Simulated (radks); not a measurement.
**The series with 7 electrons, Br²⁸⁺ to Pd³⁹⁺**

An exercise on one series of results from a longer session: the logs are not shown, and one member is left open.

Method: scalar-relativistic Kohn-Sham, PBE, spin-polarised, spherical densities, point nucleus; open shells are filled with parallel spins first. Code: radks (a radial shooting solver on a logarithmic mesh, Libxc functionals) version 1.

## The system

| Item | Value |
| --- | --- |
| electrons | 7 |
| ions | Br²⁸⁺, Kr²⁹⁺, Rb³⁰⁺, Sr³¹⁺, Zr³³⁺, Nb³⁴⁺, Mo³⁵⁺, Tc³⁶⁺, Ru³⁷⁺, Rh³⁸⁺, Pd³⁹⁺ |
| configuration | [He] 2s2 2p3 |

Outer shells as boxes (Hund's rule):

[He] 2s2 2p3
```
[He] core
2s [↑↓]
2p [↑ ][↑ ][↑ ]
```

Set-up of the first run:

Input:

```text
Z 35
configuration [He] 2s2 2p3 3s0 3p0
relativity scalar-relativistic
functional pbe,pbe
spin polarised
nucleus point
c 137.035999084
```

Among the steps run: Br²⁸⁺; Kr²⁹⁺; Rb³⁰⁺; Sr³¹⁺; Zr³³⁺; Nb³⁴⁺; Mo³⁵⁺; Tc³⁶⁺; Ru³⁷⁺; Rh³⁸⁺; Pd³⁹⁺.

One table of the session follows, with a row left open; its other results are not shown here.

```
  ion  E (hartree)  ε(2p down, empty) (eV)  ε(3s up, empty) (eV)  ε(3s down, empty) (eV)  ε(3p up, empty) (eV)
Br²⁸⁺  -1871.57614                 -3083.8               -1357.6                 -1347.2               -1308.7
Kr²⁹⁺  -1986.12905                 -3294.9               -1452.1                 -1441.3               -1400.4
Rb³⁰⁺  -2104.25851                 -3513.1               -1549.9                 -1538.7               -1495.3
Sr³¹⁺  -2225.98497                 -3738.5               -1651.0                 -1639.5               -1593.3
Zr³³⁺  -2480.31470                 -4210.8               -1863.3                 -1851.0               -1798.9
Nb³⁴⁺  -2612.96287                 -4457.7               -1974.5                 -1961.9               -1906.5
Mo³⁵⁺  -2749.29790                 -4711.9               -2089.1                 -2076.1               -2017.3
Tc³⁶⁺  -2889.34436                 -4973.4               -2207.2                 -2193.8               -2131.3
Ru³⁷⁺  -3033.12769                 -5242.1               -2328.7                 -2314.9               -2248.5
Rh³⁸⁺            ?                       ?                     ?                       ?                     ?
Pd³⁹⁺  -3332.01141                 -5801.4               -2582.1                 -2567.6               -2492.7
```

**Question.** Estimate the row for Rh³⁸⁺.

**Answer.** E (hartree): -3180.67427; ε(2p down, empty) (eV): -5518.1; ε(3s up, empty) (eV): -2453.7; ε(3s down, empty) (eV): -2439.5; ε(3p up, empty) (eV): -2369.0. In the column «E (hartree)» it lies between Pd³⁹⁺ (-3332.01141) and Ru³⁷⁺ (-3033.12769).

**Reading.** From Br²⁸⁺ to Pd³⁹⁺ the 3p down level deepens by a factor 1.91 and shrinks by a factor 1.37. The order of these tabulated levels, which need not hold every outer shell, does not change along the series. The configuration is held, so it need not be the ground state of every ion.
